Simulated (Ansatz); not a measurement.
**Molecular dynamics of Ba₁₃Sr₄**

Input:

```yaml
accuracy: low
crystal:
  lattice:
    - [10.025642, 0.0, 0.0]
    - [0.0, 10.025642, 0.0]
    - [0.0, 0.0, 20.519232]
  atoms:
    - { symbol: Ba, position: [0.23983163, 0.76069675, 0.39136856] }
    - { symbol: Ba, position: [0.23988406, 0.23937235, 0.39141185] }
    - { symbol: Ba, position: [0.5, 0.0, 0.0487348] }
    - { symbol: Sr, position: [0.0, 0.0, 0.0487348] }
    - { symbol: Ba, position: [0.25515523, 0.25501651, 0.16826911] }
    - { symbol: Ba, position: [0.25514947, 0.74508606, 0.16829377] }
    - { symbol: Ba, position: [0.50278427, 0.49998806, 0.28633011] }
    - { symbol: Sr, position: [-0.00059304, 0.49994656, 0.27135161] }
    - { symbol: Ba, position: [0.74753089, 0.74822469, 0.16748934] }
    - { symbol: Ba, position: [0.74745723, 0.25178749, 0.16748252] }
    - { symbol: Ba, position: [0.00418331, -0.00021056, 0.26764457] }
    - { symbol: Sr, position: [0.50077663, -6.11e-06, 0.27201778] }
    - { symbol: Ba, position: [0.7644992, 0.23756597, 0.39224047] }
    - { symbol: Ba, position: [0.76459393, 0.76250653, 0.39219067] }
    - { symbol: Ba, position: [0.0, 0.5, 0.0487348] }
    - { symbol: Sr, position: [0.5, 0.5, 0.0487348] }
    - { symbol: Ba, position: [0.50262083, 0.49990143, 0.50204123] }
basis:
  ecutwfc: 420.0
kpoints:
  mp_grid: { grid: [2, 2, 1] }
hamiltonian:
  xc: pbesol
scf:
  occupations: { method: fermi_dirac, width: 0.05 }
  lower_state_search: "off"
md:
  timestep: 3
  n_steps: 110
  ensemble: nvt_langevin
  temperature: 500.0
  initial_velocities: maxwell_boltzmann
  seed: 871202
  friction: 0.02
  constraints: [{ sites: [2, 3, 14, 15] }]
```

Launched with:

```bash
$ ansatz run input.yaml --threads 4 --pin off --max-ram 10240MiB --backend cpu --events-out ev --progress --plain --runs-dir out
```

It starts from a relaxed structure.

Output, in part (one step line in 4):

```
md step     0: t =     0.00 fs  T =   500.0 K  F+E_penalty+E_count = -90177.40574495 eV  E_kin = 0.840190 eV  (10 SCF iters)
md step     4: t =    12.00 fs  T =   464.9 K  F+E_penalty+E_count = -90177.39734596 eV  E_kin = 0.781251 eV  (7 SCF iters)
md step     8: t =    24.00 fs  T =   489.3 K  F+E_penalty+E_count = -90177.37284816 eV  E_kin = 0.822229 eV  (5 SCF iters)
md step    12: t =    36.00 fs  T =   430.5 K  F+E_penalty+E_count = -90177.33618930 eV  E_kin = 0.723357 eV  (5 SCF iters)
md step    16: t =    48.00 fs  T =   517.4 K  F+E_penalty+E_count = -90177.28287365 eV  E_kin = 0.869492 eV  (5 SCF iters)
md step    20: t =    60.00 fs  T =   597.8 K  F+E_penalty+E_count = -90177.21354264 eV  E_kin = 1.004492 eV  (7 SCF iters)
md step    24: t =    72.00 fs  T =   610.5 K  F+E_penalty+E_count = -90177.14529642 eV  E_kin = 1.025925 eV  (5 SCF iters)
md step    28: t =    84.00 fs  T =   442.7 K  F+E_penalty+E_count = -90177.08637440 eV  E_kin = 0.743960 eV  (5 SCF iters)
md step    32: t =    96.00 fs  T =   497.9 K  F+E_penalty+E_count = -90177.04028730 eV  E_kin = 0.836615 eV  (6 SCF iters)
md step    36: t =   108.00 fs  T =   495.9 K  F+E_penalty+E_count = -90176.99178645 eV  E_kin = 0.833218 eV  (5 SCF iters)
md step    40: t =   120.00 fs  T =   534.9 K  F+E_penalty+E_count = -90176.95619019 eV  E_kin = 0.898879 eV  (7 SCF iters)
md step    44: t =   132.00 fs  T =   487.6 K  F+E_penalty+E_count = -90176.92971133 eV  E_kin = 0.819279 eV  (5 SCF iters)
md step    48: t =   144.00 fs  T =   369.6 K  F+E_penalty+E_count = -90176.90900690 eV  E_kin = 0.621047 eV  (5 SCF iters)
md step    52: t =   156.00 fs  T =   455.0 K  F+E_penalty+E_count = -90176.91331864 eV  E_kin = 0.764581 eV  (6 SCF iters)
md step    56: t =   168.00 fs  T =   524.6 K  F+E_penalty+E_count = -90176.93464200 eV  E_kin = 0.881502 eV  (6 SCF iters)
md step    60: t =   180.00 fs  T =   498.3 K  F+E_penalty+E_count = -90176.93973422 eV  E_kin = 0.837385 eV  (7 SCF iters)
md step    64: t =   192.00 fs  T =   357.3 K  F+E_penalty+E_count = -90176.92394578 eV  E_kin = 0.600406 eV  (5 SCF iters)
md step    68: t =   204.00 fs  T =   523.0 K  F+E_penalty+E_count = -90176.89814532 eV  E_kin = 0.878786 eV  (5 SCF iters)
md step    72: t =   216.00 fs  T =   656.5 K  F+E_penalty+E_count = -90176.87274607 eV  E_kin = 1.103159 eV  (6 SCF iters)
md step    76: t =   228.00 fs  T =   536.4 K  F+E_penalty+E_count = -90176.85121314 eV  E_kin = 0.901392 eV  (5 SCF iters)
md step    80: t =   240.00 fs  T =   485.6 K  F+E_penalty+E_count = -90176.81525481 eV  E_kin = 0.815973 eV  (7 SCF iters)
md step    84: t =   252.00 fs  T =   700.5 K  F+E_penalty+E_count = -90176.79267492 eV  E_kin = 1.177108 eV  (5 SCF iters)
md step    88: t =   264.00 fs  T =   832.0 K  F+E_penalty+E_count = -90176.75479105 eV  E_kin = 1.398156 eV  (6 SCF iters)
md step    92: t =   276.00 fs  T =   761.3 K  F+E_penalty+E_count = -90176.71407303 eV  E_kin = 1.279220 eV  (5 SCF iters)
md step    96: t =   288.00 fs  T =   586.3 K  F+E_penalty+E_count = -90176.67975442 eV  E_kin = 0.985168 eV  (5 SCF iters)
md step   100: t =   300.00 fs  T =   520.5 K  F+E_penalty+E_count = -90176.65187210 eV  E_kin = 0.874643 eV  (7 SCF iters)
md step   104: t =   312.00 fs  T =   331.5 K  F+E_penalty+E_count = -90176.64335959 eV  E_kin = 0.557041 eV  (5 SCF iters)
md step   108: t =   324.00 fs  T =   315.8 K  F+E_penalty+E_count = -90176.63884514 eV  E_kin = 0.530702 eV  (5 SCF iters)
md step   110: t =   330.00 fs  T =   295.0 K  F+E_penalty+E_count = -90176.62432075 eV  E_kin = 0.495781 eV  (7 SCF iters)
```

All steps were run. A run of 0.33 ps of so small a system gives no equilibrium averages. Limits of this set-up: coarse k mesh, thin slab, slab without dipole correction, low accuracy level.

Mean squared displacements from the first frame to the last: Ba 0.11 Å², Sr 0.05 Å².

Last frame:

```xyz
17
Lattice="10.0256 0.0000 0.0000 0.0000 10.0256 0.0000 0.0000 0.0000 20.5192" Properties=species:S:1:pos:R:3
Ba 2.396 7.877 7.835
Ba 2.537 2.385 7.778
Ba 5.013 0.000 1.000
Sr 0.000 0.000 1.000
Ba 2.331 2.666 3.535
Ba 2.562 7.579 3.447
Ba 4.769 5.177 5.905
Sr -0.099 5.046 5.628
Ba 7.691 7.472 3.466
Ba 7.170 2.458 4.077
Ba 0.034 0.024 5.159
Sr 5.069 -0.413 5.709
Ba 7.811 2.204 8.219
Ba 8.030 7.557 7.911
Ba 0.000 5.013 1.000
Sr 5.013 5.013 1.000
Ba 4.696 4.743 10.228
```

The run took 42 min on 4 threads of Arm Neoverse N1, on a shared host, peak memory 5 GiB.
